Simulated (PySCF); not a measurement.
**GeCl2: structure of the singlet**

Aim: relax GeCl2 as a singlet from a hand-made linear geometry, check by its vibrations whether the end is a minimum, and collect its spectrum and constants.

Computed with PySCF 2.14.0. Level: PBE0, basis Ge def2-SVP, Cl def2-SVP, no relativity, density fitting.

### 1 The starting structure

3 atoms, charge 0, spin multiplicity 1.

Bond lengths: Ge1–Cl2 2.200 Å, Ge1–Cl3 2.200 Å. Angles: Cl2–Ge1–Cl3 180.0°.

```xyz
3
charge 0 multiplicity 1
Ge    0.0000    0.0000    0.0000
Cl    0.0000    0.0000    2.2000
Cl    0.0000    0.0000   -2.2000
```

### 2 Relaxation: linear start, singlet

One driver script runs all steps and calls PySCF; scf.py shows how it sets up the SCF of each step. The optimiser is the driver's own. Before each start the driver seeks the lowest SCF state from one or more starting densities and follows internal instabilities, so scf.py alone need not reach the same state.

The program finds D∞h symmetry in the start, which this walk keeps.

The input, scf.py:

```python
from pyscf import gto, scf, dft
mol = gto.M(atom='''
Ge     0.000000     0.000000     0.000000
Cl     0.000000     0.000000     2.200000
Cl     0.000000     0.000000    -2.200000''',
    basis={'Ge': 'def2-SVP', 'Cl': 'def2-SVP'},
    charge=0, spin=0)
mf = dft.RKS(mol, xc='PBE0')
mf.grids.atom_grid = (50, 194)
aux = {'Ge': 'def2-universal-JKFIT', 'Cl': 'def2-universal-JKFIT'}
mf = mf.density_fit(auxbasis=aux)
mf.kernel()
```

Further steps of the session: Vibrations and properties at this point; Following the imaginary mode; Frequencies.

Q: Predict the outcome of this session. Wanted: minimum; geometry; wavenumbers; dipole moment; highest occupied, lowest empty level; polar-tensor charge of Ge1; zero-point energy; atomisation energy.

**Answer**, as computed:

```
                                 quantity                                value
                                  minimum                         singlet, C2v
                                 geometry  Ge–Cl 2.191 Å (×2); Cl–Ge–Cl 100.2°
                       wavenumbers (cm⁻¹)         156 (a1), 397 (b2), 412 (a1)
                            dipole moment                               1.95 D
     highest occupied, lowest empty level                      -8.00, -2.99 eV
               polar-tensor charge of Ge1                              +1.11 e
                        zero-point energy                           5.8 kJ/mol
                      entropy at 298.15 K                      295.3 J/(mol K)
atomisation energy (no zero-point energy)                           794 kJ/mol
```

In words: The linear start (D∞h) ends in a minimum of C2v symmetry, after a first stop at a second-order saddle point 160.7 kJ/mol higher, from which it was pushed off along an imaginary mode. The strongest infrared band lies at 397 cm⁻¹ (b2, stretch). Other starts or spin states, not run here, may lie lower.
